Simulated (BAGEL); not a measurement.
# One shape, several levels: doublet CH3AlF2Si+

Aim: a comparison of 3 runs (UHF/STO-3G, ROHF/6-31G*, ROHF/cc-pVDZ) of doublet CH3AlF2Si+. 

The results are computed with BAGEL 1.2.2.

**1. The structure to begin with**

CH3AlF2Si+ has 8 atoms, charge +1, and is taken as a doublet. SMILES of the parent species: `F[Si]1(F)[CH2][AlH]1`. Geometry: relaxed at PBE0-D4/def2-TZVP. That shape belongs to the parent species and isn't relaxed for this state.

Bond lengths: F1–Si2 1.597 Å, Si2–F3 1.594 Å, Si2–C4 1.856 Å, Si2–Al5 2.326 Å, C4–Al5 1.982 Å, C4–H6 1.090 Å, C4–H7 1.110 Å, Al5–H8 1.583 Å. Some angles: F1–Si2–F3 105.2°, F1–Si2–C4 113.0°, F1–Si2–Al5 117.6°, F3–Si2–C4 118.1°, F3–Si2–Al5 135.7°, C4–Si2–Al5 55.2°, Si2–C4–Al5 74.5°, Si2–Al5–C4 50.3°, Si2–C4–H6 128.6°, Si2–C4–H7 104.0°.

**2. The energy at UHF/STO-3G (density fitting with qzvpp-jkfit) (run 1)**

Input file input.json:

```json
{ "bagel": [

{
  "title": "molecule",
  "basis": "sto-3g",
  "df_basis": "qzvpp-jkfit",
  "angstrom": true,
  "geometry": [
    { "atom": "F", "xyz": [       0.512500,      -1.279800,       1.912900 ] },
    { "atom": "Si", "xyz": [       0.620800,      -0.879800,       0.370200 ] },
    { "atom": "F", "xyz": [       2.073100,      -1.353900,      -0.084200 ] },
    { "atom": "C", "xyz": [       0.133000,       0.880900,       0.041800 ] },
    { "atom": "Al", "xyz": [      -1.330300,      -0.222700,      -0.713100 ] },
    { "atom": "H", "xyz": [       0.193300,       1.739000,       0.710900 ] },
    { "atom": "H", "xyz": [       0.645500,       1.128500,      -0.911200 ] },
    { "atom": "H", "xyz": [      -2.755800,      -0.069300,      -1.383200 ] }
  ]
},

{
  "title": "uhf",
  "charge": 1,
  "nopen": 1
},

{
  "title": "print",
  "file": "orbitals.molden",
  "orbitals": true
}

]}
```

Launch:

```sh
$ BAGEL_NUM_THREADS=1 BAGEL input.json > input.out
```

What it wrote:

```text
* using 1 threads per process

  ===============================================================
  ===============================================================

  *** Geometry ***

  { "atom" : "F", "xyz" : [      0.968485,     -2.418471,      3.614857 ] },
  { "atom" : "Si", "xyz" : [      1.173142,     -1.662581,      0.699577 ] },
  { "atom" : "F", "xyz" : [      3.917591,     -2.558500,     -0.159115 ] },
[... 4 lines of this table left out ...]
  { "atom" : "H", "xyz" : [     -5.207707,     -0.130958,     -2.613869 ] },

  Number of auxiliary basis functions:      539

  Since a DF basis is specified, we compute 2- and 3-index integrals:
    o Being stored without compression. Storage requirement is 0.006 GB

  Number of basis functions:       36
  Number of electrons      :       54

    * METHOD: MOLECULE                             0.16

  *** Open-shell HF ***

  === Nuclear Repulsion ===
   273.7651703388

      * DIIS with orbital gradients will be used.

  === UHF iteration (sto-3g) ===
      0       -759.45939579          0.03304485           0.05
      1       -759.61369302          0.00931395           0.05
      2       -759.62601217          0.00275744           0.05
[... 19 lines of this table left out ...]
     22       -759.62854492          0.00000001           0.05
    * SCF iteration converged.

    * S^2 (UHF) is 0.7742

    * Permanent dipole moment:
           (    2.004121,    -0.119010,     1.507620) a.u.

    * METHOD: UHF                                  1.14

    * METHOD: PRINT                                0.00

  ===============================================================
```

Wall time 1.5 s (1 thread of Intel Xeon 6975P-C (Granite Rapids), shared host); peak memory 0.082 GiB.

**3. The energy at ROHF/6-31G(d) (density fitting with qzvpp-jkfit, spherical functions) (run 2)**

Input file calc.json:

```json
{ "bagel" : [

{
  "title" : "molecule",
  "basis" : "6-31gs.json",
  "df_basis" : "qzvpp-jkfit",
  "angstrom" : true,
  "geometry" : [
    { "atom" : "F", "xyz" : [       0.512500,      -1.279800,       1.912900 ] },
    { "atom" : "Si", "xyz" : [       0.620800,      -0.879800,       0.370200 ] },
    { "atom" : "F", "xyz" : [       2.073100,      -1.353900,      -0.084200 ] },
    { "atom" : "C", "xyz" : [       0.133000,       0.880900,       0.041800 ] },
    { "atom" : "Al", "xyz" : [      -1.330300,      -0.222700,      -0.713100 ] },
    { "atom" : "H", "xyz" : [       0.193300,       1.739000,       0.710900 ] },
    { "atom" : "H", "xyz" : [       0.645500,       1.128500,      -0.911200 ] },
    { "atom" : "H", "xyz" : [      -2.755800,      -0.069300,      -1.383200 ] }
  ]
},

{
  "title" : "rohf",
  "charge" : 1,
  "nopen" : 1
},

{
  "title" : "print",
  "file" : "orbitals.molden",
  "orbitals" : true
}

]}
```

The basis set 6-31G* is read from a file made from the Basis Set Exchange's data (not shown).

Launch:

```sh
$ BAGEL_NUM_THREADS=1 BAGEL calc.json > calc.out
```

What it wrote:

```text
* using 1 threads per process

  ===============================================================
  ===============================================================

  *** Geometry ***

  { "atom" : "F", "xyz" : [      0.968485,     -2.418471,      3.614857 ] },
  { "atom" : "Si", "xyz" : [      1.173142,     -1.662581,      0.699577 ] },
  { "atom" : "F", "xyz" : [      3.917591,     -2.558500,     -0.159115 ] },
[... 4 lines of this table left out ...]
  { "atom" : "H", "xyz" : [     -5.207707,     -0.130958,     -2.613869 ] },

  Number of auxiliary basis functions:      539

  Since a DF basis is specified, we compute 2- and 3-index integrals:
    o Being stored without compression. Storage requirement is 0.030 GB

  Number of basis functions:       84
  Number of electrons      :       54

    * METHOD: MOLECULE                             0.23

  *** Open-shell HF ***

  === Nuclear Repulsion ===
   273.7651703388

      * DIIS with orbital gradients will be used.

  === ROHF iteration (6-31gs.json) ===
      0       -768.79521593          0.04237275           0.14
      1       -768.97782036          0.02771805           0.14
      2       -769.03892652          0.01716020           0.14
[... 18 lines of this table left out ...]
     21       -769.07743525          0.00000001           0.14
    * SCF iteration converged.

    * S^2 (ROHF) is 0.7500

    * Permanent dipole moment:
           (    2.051829,    -0.528833,     1.592276) a.u.

    * METHOD: ROHF                                 3.24

    * METHOD: PRINT                                0.01

  ===============================================================
```

Wall time 3.9 s (1 thread of Intel Xeon 6975P-C (Granite Rapids), shared host); peak memory 0.14 GiB.

**4. A single-point energy at ROHF/cc-pVDZ (density fitting with qzvpp-jkfit) (run 3)**

Input file input.json:

```json
{ "bagel" : [

{
  "title" : "molecule",
  "basis" : "cc-pvdz.json",
  "df_basis" : "qzvpp-jkfit",
  "angstrom" : true,
  "geometry" : [
    { "atom" : "F", "xyz" : [    0.512500,   -1.279800,    1.912900 ] },
    { "atom" : "Si", "xyz" : [    0.620800,   -0.879800,    0.370200 ] },
    { "atom" : "F", "xyz" : [    2.073100,   -1.353900,   -0.084200 ] },
    { "atom" : "C", "xyz" : [    0.133000,    0.880900,    0.041800 ] },
    { "atom" : "Al", "xyz" : [   -1.330300,   -0.222700,   -0.713100 ] },
    { "atom" : "H", "xyz" : [    0.193300,    1.739000,    0.710900 ] },
    { "atom" : "H", "xyz" : [    0.645500,    1.128500,   -0.911200 ] },
    { "atom" : "H", "xyz" : [   -2.755800,   -0.069300,   -1.383200 ] }
  ]
},
{
  "title" : "rohf",
  "charge" : 1,
  "nopen" : 1
},
{
  "title" : "print",
  "file" : "orbitals.molden",
  "orbitals" : true
}

]}
```

The basis set cc-pVDZ is read from a file made from the Basis Set Exchange's data (not shown).

Launch:

```sh
$ BAGEL_NUM_THREADS=1 BAGEL input.json > input.out
```

What it wrote:

```text
* using 1 threads per process

  ===============================================================
  ===============================================================

  *** Geometry ***

  { "atom" : "F", "xyz" : [      0.968485,     -2.418471,      3.614857 ] },
  { "atom" : "Si", "xyz" : [      1.173142,     -1.662581,      0.699577 ] },
  { "atom" : "F", "xyz" : [      3.917591,     -2.558500,     -0.159115 ] },
[... 4 lines of this table left out ...]
  { "atom" : "H", "xyz" : [     -5.207707,     -0.130958,     -2.613869 ] },

  Number of auxiliary basis functions:      539

  Since a DF basis is specified, we compute 2- and 3-index integrals:
    o Being stored without compression. Storage requirement is 0.037 GB

  Number of basis functions:       93
  Number of electrons      :       54

    * METHOD: MOLECULE                             0.23

  *** Open-shell HF ***

  === Nuclear Repulsion ===
   273.7651703388

      * DIIS with orbital gradients will be used.

  === ROHF iteration (cc-pvdz.json) ===
      0       -768.80045805          0.03005691           0.17
      1       -769.00006347          0.02041918           0.16
      2       -769.06448553          0.01199553           0.17
[... 17 lines of this table left out ...]
     20       -769.10472742          0.00000001           0.17
    * SCF iteration converged.

    * S^2 (ROHF) is 0.7500

    * Permanent dipole moment:
           (    2.103516,    -0.638529,     1.625649) a.u.

    * METHOD: ROHF                                 3.70

    * METHOD: PRINT                                0.01

  ===============================================================
```

Run time: 4.2 s. Hardware: 1 thread of Intel Xeon 6975P-C (Granite Rapids), shared host; peak memory 0.15 GiB.

**5. Overview of the runs**

| run | level | energy (Eh) | ⟨S²⟩ | wall time |
| --- | --- | --- | --- | --- |
| 1 | UHF/STO-3G (density fitting with qzvpp-jkfit) | -759.628545 | 0.774 | 1.5 s |
| 2 | ROHF/6-31G* (density fitting with qzvpp-jkfit, spherical functions) | -769.077435 | 0.750 | 3.9 s |
| 3 | ROHF/cc-pVDZ (density fitting with qzvpp-jkfit) | -769.104727 | 0.750 | 4.2 s |

**6. What came out**

| quantity | value |
| --- | --- |
| run 3: total energy | -769.10473 Eh |
| run 3: ⟨S²⟩ | 0.750 |

In run 1 the basis is minimal, so the values are rough. All runs together took 9.6 s, the longest 4.2 s.
